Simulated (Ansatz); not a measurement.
What does this script print? It uses Ansatz's Python interface.

`fgah2.xyz`
```text
4

F    -0.48410   -0.55700    1.32410
Ga   -0.07590    0.41170   -0.20220
H    -0.93250   -0.53310   -1.22920
H     1.54800    0.61800    0.08710
```

Script `run_cas.py`:
```python
from dataclasses import dataclass
import warnings

import ansatz as az


@dataclass
class Options:
    basis: str = 'def2-SVP'


cfg = Options()

warnings.simplefilter('ignore', az.DeckWarning)

system = az.Crystal.molecule_from_extxyz('fgah2.xyz')

model = (
    system.calculation()
    .basis(gaussian=cfg.basis)
    .correlation(active_electrons=4, active_orbitals=4)
)
for method in ['sc_nevpt2']:
    data = (model if method is None else model.correlation(method)).run(threads=1).report
    space = data['configurations']
    state = space['states'][0]
    print(method or 'casscf', f'total {data["free_energy_ev"] / 27.211386246:.6f} Ha, active-space state {state["energy"]["hartree"]:.6f} Ha, mean field {data["reference_energy_ev"] / 27.211386246:.6f} Ha')
    print('  determinants', state['n_determinants'], ' natural occupations', [round(n, 3) for n in space['natural_occupations']])
print('effectively unpaired electrons, sum of min(n, 2 - n):', round(sum(min(n, 2 - n) for n in space['natural_occupations']), 3))
```

```console
$ python run_cas.py
sc_nevpt2 total -2023.916206 Ha, active-space state -2023.540610 Ha, mean field -2023.503750 Ha
  determinants 36  natural occupations [1.971, 1.951, 0.057, 0.022]
effectively unpaired electrons, sum of min(n, 2 - n): 0.157
```

Total energies depend on the basis set; only differences at equal settings carry meaning. The geometry is a force-field or estimated start, not a minimum of this method, and the basis set is short of its limit. The active space starts as a window about the frontier orbitals and is then optimised, not chosen by chemistry. Run time: 2 s on 1 thread of Arm Neoverse V1, with other jobs on the host, peak memory 0.17 GiB.
